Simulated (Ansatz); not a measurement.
Crystal: CaAl2Sb2.

```xyz
5
Lattice="4.9811 0.0000 0.0000 -2.4906 4.3138 0.0000 0.0000 0.0000 6.0445" Properties=species:S:1:pos:R:3 pbc="T T T"
Sb    0.0000    2.8759    1.5816
Sb    2.4906    1.4379    4.4628
Ca    0.0000    0.0000    0.0000
Al    0.0000    2.8759    4.3276
Al    2.4906    1.4379    1.7169
```

The cell comes from a database or a generator and needn't be the stable form of this composition.

* Program: Ansatz 0.2.0
* Task: single point
* Functional: PBE
* Potentials or basis: Ansatz PAW
* Cutoff: 420 eV (not typed: the program's choice for these potentials)
* k mesh: 6 × 6 × 5
* Occupations: fermi-dirac, width 0.05 eV
* Spin: no spin polarisation

On this cell: pressure 0.5 GPa; largest force 0.104 eV/Å; band gap on the k mesh none (metal or under the smearing width).

The same run follows on a disturbed copy (atoms moved at random, drawn with an rms of 0.05 Å):

```
CELL_PARAMETERS angstrom
4.98114 0.00000 0.00000
-2.49057 4.31379 0.00000
0.00000 0.00000 6.04447
ATOMIC_POSITIONS crystal
Sb 0.33265 0.67810 0.26200
Sb 0.66461 0.32710 0.73846
Ca 0.01035 0.00533 0.00094
Al 0.33742 0.65913 0.71562
Al 0.66306 0.33110 0.29149
```

Question: What changes?

Answer: The energy (extrapolated to zero smearing) moves by +5.2 meV/atom; pressure 0.7 GPa; largest force 0.341 eV/Å; band gap on the k mesh none (metal or under the smearing width).

Forces in eV/Å, atoms in the order of the input:
```
Sb   0.168 -0.275 -0.109
Sb   0.086  0.083  0.275
Ca  -0.134 -0.069  0.008
Al  -0.115  0.093  0.089
Al  -0.005  0.168 -0.263
```

Stress tensor (GPa, compression positive):
```
 0.35  0.02  0.17
 0.02  0.62 -0.16
 0.17 -0.16  1.16
```
